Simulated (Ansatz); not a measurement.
# CH7NSi: the cost of one run

Method: PBE0-D4/def2-TZVP structures, single points in def2-TZVPP, no counterpoise correction; program: Ansatz 0.2.0, Gaussian basis.

Levels: SPW92, PBE-D4, BLYP-D4, r2SCAN-D4, B97M-V, PBE0-D4, B3LYP-D4, r2SCAN0-D4, BHLYP-D4, CAM-B3LYP-D4, wB97X-V, wB97M-V, B2PLYP, PBE-QIDH, RPA on PBE, Hartree-Fock, MP2, CCSD, CCSD(T).

Correlated methods freeze the cores. B3LYP uses VWN-RPA correlation. B2PLYP carries no dispersion term here.

95 further runs of the same task are left out: 1 that didn't finish, 94 set aside as unsound or not needed.

### Step 1. The starting structure

The complex: 12 atoms, charge 0, spin multiplicity 1.

Atoms are counted from 1 here; the program's logs count them from 0.

Bond lengths: Si1–H3 1.491 Å, Si1–H4 1.482 Å, Si1–H5 1.482 Å, Si1–N7 1.751 Å, F2–H6 0.961 Å, N7–C8 1.464 Å, N7–H9 1.013 Å, C8–H10 1.092 Å, C8–H11 1.095 Å, C8–H12 1.091 Å. Angles: H3–Si1–H4 108.7°, H3–Si1–H5 109.6°, H3–Si1–N7 112.4°, H4–Si1–H5 111.8°, H4–Si1–N7 107.2°, H5–Si1–N7 107.2°, Si1–N7–C8 118.0°, Si1–N7–H9 113.4°, C8–N7–H9 111.1°, N7–C8–H10 109.1°, N7–C8–H11 113.1°, N7–C8–H12 110.1°, H10–C8–H11 108.2°, H10–C8–H12 107.4°, H11–C8–H12 108.8°.

As a file:

```xyz
12

Si   -1.2864    0.6847   -0.4281
F    -0.2299   -1.5325    2.1582
H    -1.1444    1.4895   -1.6745
H    -1.2644    1.6024    0.7353
H    -2.5417   -0.1008   -0.4847
H    -0.1751   -1.1453    1.2809
N     0.0266   -0.4537   -0.2145
C     1.3914    0.0723   -0.1613
H    -0.0310   -1.2554   -0.8311
H     1.4366    0.8739    0.5788
H     1.7359    0.4731   -1.1207
H     2.0825   -0.7082    0.1618
```

Its parts: CH7NSi holds atoms 1, 3, 4, 5, 7, 8, 9, 10, 11, 12; HF holds atoms 2, 6. Each part counts its atoms afresh in its own runs.

### Step 2. Relaxing CH7NSi alone

relax-a/in.yaml

```yaml
crystal:
  periodic: [false, false, false]
  atoms:
    - {symbol: Si, position_ang: [-1.286433, 0.684661, -0.428071]}
    - {symbol: H, position_ang: [-1.144433, 1.489533, -1.674513]}
    - {symbol: H, position_ang: [-1.264428, 1.602365, 0.735312]}
    - {symbol: H, position_ang: [-2.541652, -0.100772, -0.484741]}
    - {symbol: N, position_ang: [0.026571, -0.453667, -0.214500]}
    - {symbol: C, position_ang: [1.391422, 0.072318, -0.161271]}
    - {symbol: H, position_ang: [-0.031014, -1.255368, -0.831073]}
    - {symbol: H, position_ang: [1.436555, 0.873932, 0.578758]}
    - {symbol: H, position_ang: [1.735939, 0.473087, -1.120749]}
    - {symbol: H, position_ang: [2.082511, -0.708191, 0.161803]}
basis:
  gaussian: {orbitals: def2-TZVP}
hamiltonian: {xc: pbe0, dispersion: d4}
relax: {f_tol: 0.005, max_steps: 200}
```

Run with:

```bash
$ ansatz run in.yaml --threads 4 --pin off --events-out ev --progress --plain --max-ram 9574MiB
```

**Question.** How long does this run take on 4 threads of Arm Neoverse V2, shared host?

About 13 s.
